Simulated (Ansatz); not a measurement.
# C₂H₇FN₂Si: up Jacob's ladder to CCSD(T)

An exercise on one series of results from a longer session: the logs are not shown, and one member is left open.

Program: Ansatz 0.2.0, Gaussian basis. Level of theory: functionals in def2-TZVPP, the program's frozen cores in correlated methods. These are calculated values, not measurements.

Plan: PBE-D4, r2SCAN-D4, PBE0-D4, B3LYP-D4, ωB97X-V, ωB97M-V, B2PLYP; CCSD(T)/def2-TZVPP; MP2/def2-QZVPP; extrapolation to the limit.

## The geometry

All runs share one geometry, relaxed beforehand with PBE0-D4 in a triple-zeta def2 set.

13 atoms, charge 0, spin multiplicity 1.

Atoms are counted from 1 here; the program's logs count them from 0.

Bond lengths: C1–C2 1.498 Å, C1–H7 1.096 Å, C1–H8 1.091 Å, C1–H9 1.091 Å, C2–F3 1.405 Å, C2–N4 1.434 Å, C2–Si5 1.852 Å, N4–Si5 1.682 Å, N4–H10 1.008 Å, Si5–N6 1.690 Å, Si5–H11 1.482 Å, N6–H12 1.005 Å, N6–H13 1.006 Å. Angles: C2–C1–H7 110.1°, C2–C1–H8 110.5°, C2–C1–H9 110.8°, H7–C1–H8 108.5°, H7–C1–H9 108.1°, H8–C1–H9 108.7°, C1–C2–F3 107.7°, C1–C2–N4 118.9°, C1–C2–Si5 130.2°, F3–C2–N4 112.3°, F3–C2–Si5 118.3°, N4–C2–Si5 60.0°, C2–N4–Si5 72.4°, C2–N4–H10 126.4°, Si5–N4–H10 154.9°, C2–Si5–N4 47.6°, C2–Si5–N6 126.8°, C2–Si5–H11 122.3° and more.

Set-up of the first run:

Input file in.yaml:

```yaml
crystal:
  periodic: [false, false, false]
  atoms:
    - {symbol: C, position_ang: [0.511014, -1.801652, 0.765151]}
    - {symbol: C, position_ang: [0.460193, -0.336877, 0.455381]}
    - {symbol: F, position_ang: [1.140037, 0.341094, 1.481611]}
    - {symbol: N, position_ang: [0.855272, 0.110517, -0.848768]}
    - {symbol: Si, position_ang: [-0.726271, 0.622515, -0.593503]}
    - {symbol: N, position_ang: [-1.079665, 2.271160, -0.472106]}
    - {symbol: H, position_ang: [1.548036, -2.156640, 0.740321]}
    - {symbol: H, position_ang: [-0.067243, -2.367939, 0.033091]}
    - {symbol: H, position_ang: [0.107775, -2.000847, 1.758987]}
    - {symbol: H, position_ang: [1.621342, -0.247756, -1.396624]}
    - {symbol: H, position_ang: [-1.870893, -0.018797, -1.282257]}
    - {symbol: H, position_ang: [-2.006727, 2.628958, -0.624055]}
    - {symbol: H, position_ang: [-0.472468, 2.921461, -0.002328]}
basis:
  gaussian: {orbitals: def2-TZVPP}
hamiltonian: {xc: pbe, dispersion: d4}
output: {forces: true, orbitals: {seedname: orbitals}}
```

The run is started by

```console
$ ansatz run in.yaml --threads 2 --pin off --events-out ev --progress --plain --max-ram 22528MiB --backend cuda --devices 0, --max-vram 18GiB
```

Among the steps run: PBE-D4 (GGA); r2SCAN-D4 (meta-GGA); PBE0-D4 (hybrid); B3LYP-D4 (hybrid); ωB97X-V (range-separated); ωB97M-V (range-separated); B2PLYP (double hybrid); CCSD(T) in def2-TZVPP; MP2 in def2-QZVPP.

One of the session's tables, all rows but one given; the rest of the session is left out.

| method | atomisation energy (kcal/mol) |
| --- | --- |
| PBE-D4 | 1188.5 |
| r2SCAN-D4 | 1156.7 |
| PBE0-D4 | 1160.8 |
| B3LYP-D4 | 1159.1 |
| ωB97X-V | 1164.1 |
| ωB97M-V | 1163.5 |
| B2PLYP | 1144.1 |
| HF/def2-TZVPP | ? |
| MP2/def2-TZVPP | 1141.0 |
| CCSD/def2-TZVPP | 1099.2 |
| CCSD(T)/def2-TZVPP | 1118.8 |
| MP2/CBS | 1178.1 |
| CCSD(T)/CBS | 1155.9 |

**Question.** Estimate the row for HF/def2-TZVPP.

**Answer.** atomisation energy (kcal/mol): 796.3. In the column «atomisation energy (kcal/mol)» it is the lowest.

Limits of these values: Free atoms (2 C, 1 F, 2 N, 1 Si, 7 H) were run apart at each level; the atomisation energy is their sum less the molecule, without zero-point or spin-orbit terms.
